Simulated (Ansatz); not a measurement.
# La4ZnCu: the cost of one run

Method: DFT PBE, scalar-relativistic, plane waves, PAW, in Ansatz 0.2.0.

### Step 1. Starting point

It takes space group F-43m (No. 216, cubic). The conventional cell has a = 8.465 Å, b = 8.465 Å, c = 8.465 Å, α = 90.00°, β = 90.00°, γ = 90.00°. La (site symmetry 3m) has 6 La at 2.99 Å as nearest neighbours. Zn (site symmetry -43m) has 12 La at 3.51 Å and 4 Cu at 3.67 Å as nearest neighbours. Cu (site symmetry -43m) has 12 La at 3.51 Å and 4 Zn at 3.67 Å as nearest neighbours.

Structure file:

```xyz
6
Lattice="0.0000 4.2323 4.2323 4.2323 0.0000 4.2323 4.2323 4.2323 0.0000" Properties=species:S:1:pos:R:3 pbc="T T T"
La    3.1735    5.2911    5.2911
La    3.1735    3.1735    3.1735
La    5.2911    3.1735    5.2911
La    5.2911    5.2911    3.1735
Zn    6.3485    6.3485    6.3485
Cu    0.0000    0.0000    0.0000
```

The cell is invented: species swapped into a database cell of HfTiMo4 (F-43m, No. 216), with Zn on the Hf sites, Cu on the Ti sites and La on the Mo sites. Its size is a rough estimate.

### Step 2. Probe: one point on a coarse mesh

The input, input.yaml:

```yaml
crystal:
  lattice:
    - [0.0, 4.23232057, 4.23232057]
    - [4.23232057, 0.0, 4.23232057]
    - [4.23232057, 4.23232057, 0.0]
  atoms:
    - { symbol: La, position: [0.87526402, 0.37491199, 0.37491199] }
    - { symbol: La, position: [0.37491199, 0.37491199, 0.37491199] }
    - { symbol: La, position: [0.37491199, 0.87526402, 0.37491199] }
    - { symbol: La, position: [0.37491199, 0.37491199, 0.87526402] }
    - { symbol: Zn, position: [0.75, 0.75, 0.75] }
    - { symbol: Cu, position: [0.0, 0.0, 0.0] }
basis:
  ecutwfc: 420
kpoints:
  mp_grid: { grid: [4, 4, 4] }
hamiltonian:
  xc: pbe
scf:
  occupations: { method: gaussian, width: 0.1 }
  lower_state_search: "off"
output:
  forces: true
  stress: true
  eigenvalues: true
```

Run with:

```sh
$ ansatz run input.yaml --threads 1 --pin off --max-ram 2560MiB --backend cpu --events-out ev --progress --plain --runs-dir out
```

**Question.** How long does this run take on 1 thread of AMD EPYC 7B13 (Zen 3), shared host, and how much memory does it need?

About 5.4 s, with a peak of 0.48 GiB.
